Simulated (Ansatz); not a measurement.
# Os: a tetragonal deformation path

The task here is to estimate one member of a computed series from the others.

Program: Ansatz 0.2.0. Level of theory: DFT r2SCAN, scalar-relativistic, plane waves, PAW. These are calculated values, not measurements.

### Starting point

It takes space group Fm-3m (No. 225, cubic). The conventional cell has a = 3.890 Å, b = 3.890 Å, c = 3.890 Å, α = 90.00°, β = 90.00°, γ = 90.00°. Around Os (site symmetry m-3m) lie 12 Os at 2.75 Å.

As a file:

```cif
data_structure
_symmetry_space_group_name_H-M 'P 1'
_symmetry_Int_Tables_number 1
_cell_length_a 2.7506
_cell_length_b 2.7506
_cell_length_c 2.7506
_cell_angle_alpha 60.000
_cell_angle_beta 60.000
_cell_angle_gamma 60.000
_cell_volume 14.72
loop_
_atom_site_label
_atom_site_type_symbol
_atom_site_fract_x
_atom_site_fract_y
_atom_site_fract_z
_atom_site_occupancy
Os1 Os 0.00000 0.00000 0.00000 1
```

No relaxation comes first: the listed cell is the starting point.

### Zero of energy

Reference values: F = -11397.4462 eV; pressure -16.90 GPa; largest force 0.000 eV/Å; gap on the mesh none (metal). It was computed beforehand with the settings of the runs below.

The first run:

At fixed volume and fractional coordinates, lengths along (0.000, 0.000, 1.000) are scaled against those across it; ρ is that ratio over its starting value.

Contents of input.yaml:

```yaml
crystal:
  lattice:
    - [0.0, 2.1832985905, 1.5435921035]
    - [2.1832985905, 0.0, 1.5435921035]
    - [2.1832985905, 2.1832985905, 0.0]
  atoms:
    - { symbol: Os, position: [0.0, 0.0, 0.0] }
basis:
  ecutwfc: 500
kpoints:
  mp_grid: { grid: [24, 24, 24] }
hamiltonian:
  xc: r2scan
scf:
  occupations: { method: gaussian, width: 0.15 }
output:
  forces: true
  stress: true
  eigenvalues: true
```

Started as:

```sh
ansatz run input.yaml --threads 1 --pin off --max-ram 2560MiB --backend cpu --events-out ev --progress --plain --runs-dir out
```

Steps of the session up to this table: At ρ = 0.707; Point ρ = 1.414; ρ = 0.850; At ρ = 1.200; Point ρ = 0.780; Point ρ = 1.300; ρ = 0.920; ρ = 1.100; ρ = 0.650; At ρ = 1.500; ρ = 0.960; ρ = 1.050.

One of the session's tables, all rows but one given; the rest of the session is left out.

```
    ρ  ΔE (meV/atom)  pressure (GPa)
0.650          681.7            -6.3
0.707              ?               ?
0.780          565.7            -8.3
0.850          268.0           -12.6
0.920           67.8           -15.8
0.960           14.7           -16.6
1.000            0.0           -16.9
1.050           21.5           -16.5
1.100           91.2           -15.1
1.200          361.7            -9.3
1.300          751.3             0.1
1.414         1252.7            14.2
1.500         1627.8            26.9
```

**Question.** Estimate the row for ρ = 0.707.

Worked estimate for «ΔE (meV/atom)». A straight line through the neighbours (0.650, 681.7) and (0.780, 565.7) gives 681.7 + (565.7 − 681.7) × (0.707 − 0.650) / (0.780 − 0.650) = 630.8; a parabola fitted to 3 rows on both sides gives 700.8.

The run gave: ΔE (meV/atom): 742.7; pressure (GPa): -6.0. In «ΔE (meV/atom)» the line misses by -111.9 and the parabola by -41.9. Between these rows the values bend or scatter more than so simple an estimate can follow.
